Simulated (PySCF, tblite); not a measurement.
# C₃H₈O₂SSi₂: geometry, infrared bands and NMR shifts

Wanted: the infrared bands and NMR shifts of C₃H₈O₂SSi₂ (`C=C1CO[Si@]1(S)O[SiH3]`), by calculation.

Computed with tblite 0.8.0 and PySCF 2.14.0, with density-fitted response routines of our own, on a single molecule in the gas phase. Atoms count from 0, in the outputs and in this text.

## 1. The molecule as given

16 atoms, charge 0, multiplicity 1; geometry from: force field or distance geometry start.

Bonds of the start (Å): C0–C1 1.34, C1–C2 1.53, C2–O3 1.48, O3–Si4 1.65, Si4–S5 2.11, Si4–O6 1.63, O6–Si7 1.66, Si4–C1 1.80, C0–H8 1.09, C0–H9 1.08, C2–H10 1.11, C2–H11 1.09, S5–H12 1.34, Si7–H13 1.49, Si7–H14 1.48, Si7–H15 1.47.

## 2. Relaxing the molecule with GFN2-xTB

What the job is given:

```
{"job": {"kind": "relax", "xc": "GFN2-xTB", "basis": "xTB"}, "charge": 0, "multiplicity": 1}
C     -1.259000     0.646300     1.784600
C     -1.086900    -0.040400     0.649100
C     -1.672400    -1.361500     0.137000
O     -1.183800    -1.158400    -1.246500
Si    -0.116700     0.039500    -0.860600
S     -0.499400     1.755100    -2.024900
O      1.438300    -0.445000    -0.851300
Si     2.914900     0.083400    -0.320600
H     -1.957100     0.294300     2.543000
H     -0.738300     1.576400     1.971600
H     -2.780000    -1.426400     0.136200
H     -1.294200    -2.288700     0.576100
H     -1.831100     1.617900    -2.030100
H      3.925600    -0.983000    -0.543700
H      2.831100     0.400800     1.124800
H      3.301500     1.298900    -1.056100
```

Run with:

```
$ OMP_NUM_THREADS=1 python probes_run.py task.json out
```

One launch serves the whole session: the jobs run in the order shown.

**Question.** This job is followed by: GFN2-xTB harmonic vibrations, gas phase; GIAO PBE0/pcSseg-1 NMR shielding, non-relativistic, gas phase. Predict these results of the whole session: strongest single infrared mode (GFN2-xTB); zero-point energy (GFN2-xTB); 13C shifts against TMS (PBE0/pcSseg-1); 1H shifts against TMS (PBE0/pcSseg-1, means over atoms taken as alike); 17O shifts against H2O (PBE0/pcSseg-1); 29Si shifts against TMS (PBE0/pcSseg-1); 33S shifts against CS2 (PBE0/pcSseg-1).

The runs gave:

| quantity | value |
| --- | --- |
| strongest single infrared mode (GFN2-xTB) | 1104 cm⁻¹, 658 km/mol |
| zero-point energy (GFN2-xTB) | 63.3 kcal/mol |
| 13C shifts against TMS (PBE0/pcSseg-1) | 169.0, 127.0, 70.4 ppm |
| 1H shifts against TMS (PBE0/pcSseg-1, means over atoms taken as alike) | 5.85, 5.82, 5.18, 4.76, 4.71, 0.95 ppm |
| 17O shifts against H2O (PBE0/pcSseg-1) | 121.4, 71.2 ppm |
| 29Si shifts against TMS (PBE0/pcSseg-1) | -22.6, -38.1 ppm |
| 33S shifts against CS2 (PBE0/pcSseg-1) | -177 ppm |

Over 128 steps the energy fell by 0.459 eV; of the close pairs, C1–Si4 changed most, 1.796 to 1.885 Å. The lowest mode is imaginary (24i cm⁻¹), so the xTB geometry is not a minimum. The strongest single mode, at 1104 cm⁻¹, moves mainly O6. GFN2-xTB is a fitted tight-binding method: band positions and strengths are rough. Its intensities can rank the bands wrongly. At PBE0/pcSseg-1: The largest span, 219 ppm, is at C0, where the paramagnetic term is -195 ppm.
